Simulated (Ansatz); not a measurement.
# Sb (Antimony): how the settings move a relaxation

Question: which choices in the input matter for Sb (Antimony)?

Computed with Ansatz 0.2.0 (reference: DFT, LDA, PAW with Ansatz's default frozen-core files, scalar-relativistic, unless a step's input says otherwise).

## 1. The starting structure

Symmetry: Pm-3m, No. 221, cubic system. The conventional cell has a = 3.242 Å, b = 3.242 Å, c = 3.242 Å, α = 90.00°, β = 90.00°, γ = 90.00°. Sb (site symmetry m-3m) is surrounded by 6 Sb at 3.24 Å.

Structure file:

```
CELL_PARAMETERS angstrom
3.24211 0.00000 0.00000
0.00000 3.24211 0.00000
0.00000 0.00000 3.24211
ATOMIC_POSITIONS crystal
Sb 0.00000 0.00000 0.00000
```

## 2. The reference run

File input.yaml:

```yaml
crystal:
  lattice:
    - [3.2421143949, 0.0, 0.0]
    - [0.0, 3.2421143949, 0.0]
    - [0.0, 0.0, 3.2421143949]
  atoms:
    - { symbol: Sb, position: [0.0, 0.0, 0.0] }
kpoints:
  mp_grid: { grid: [10, 10, 10] }
scf:
  occupations: { method: fermi_dirac, width: 0.05 }
hamiltonian:
  xc: lda
  pseudopotentials: { kind: paw }
output:
  forces: true
  stress: true
  efg: { contact_densities: true }
  write_density: true
  write_potential: true
  elf: true
  volumetric_format: npy
relax:
  f_tol: 0.005
  max_steps: 80
  cell: {}
```

Run with:

```sh
ansatz run input.yaml --threads 1 --pin off --max-ram 2048MiB --backend cpu --events-out ev --progress --plain --runs-dir out
```

## 3. Variant: mixing.algorithm anderson, mixing.beta 0.9, mixing.ndim 4, chi_scale 0.1

Edit input.yaml of step 2 so:

```diff
@@ -11,2 +11,4 @@
   occupations: { method: fermi_dirac, width: 0.05 }
+  mixing: { algorithm: anderson, beta: 0.9, ndim: 4 }
+  initial_density: { chi_scale: 0.1 }
 hamiltonian:
@@ -18,6 +20,2 @@
   efg: { contact_densities: true }
-  write_density: true
-  write_potential: true
-  elf: true
-  volumetric_format: npy
 relax:
```

## 4. Changed: mp_grid.shift [0.5, 0.5, 0.5], occupations.method gaussian, occupations.width 0.3

File input.yaml:

```yaml
crystal:
  lattice:
    - [3.2421143949, 0.0, 0.0]
    - [0.0, 3.2421143949, 0.0]
    - [0.0, 0.0, 3.2421143949]
  atoms:
    - { symbol: Sb, position: [0.0, 0.0, 0.0] }
kpoints:
  mp_grid: { grid: [10, 10, 10], shift: [0.5, 0.5, 0.5] }
scf:
  occupations: { method: gaussian, width: 0.3 }
hamiltonian:
  xc: lda
  pseudopotentials: { kind: paw }
output:
  forces: true
  stress: true
  efg: { contact_densities: true }
relax:
  f_tol: 0.005
  max_steps: 80
  cell: {}
```

What does the calculation give? Wanted: for each run, ending; energy change; pressure; gap; force.

The runs gave:

| run | ending | energy change | pressure (GPa) | gap (eV) | force (eV/Å) | cycles | time |
| --- | --- | --- | --- | --- | --- | --- | --- |
| reference | converged | 0 | 0.0 | 0.00 | 0.00 | 29 | 7.1 s |
| 1: mixing.algorithm anderson, mixing.beta 0.9, mixing.ndim 4, chi_scale 0.1 | converged | 0.0 meV/atom | 0.0 | 0.00 | 0.00 | 29 | 5.9 s |
| 2: mp_grid.shift [0.5, 0.5, 0.5], occupations.method gaussian, occupations.width 0.3 | converged | +24.8 meV/atom (σ→0) | 0.0 | 0.00 | 0.00 | - | 4.4 s |

Times don't compare one to one where runs were asked for different outputs or read a saved state (see the inputs); cycles may leave out searches for a lower state.

**Reading.** Semilocal functionals close small gaps, so the missing gap need not be the real solid's.
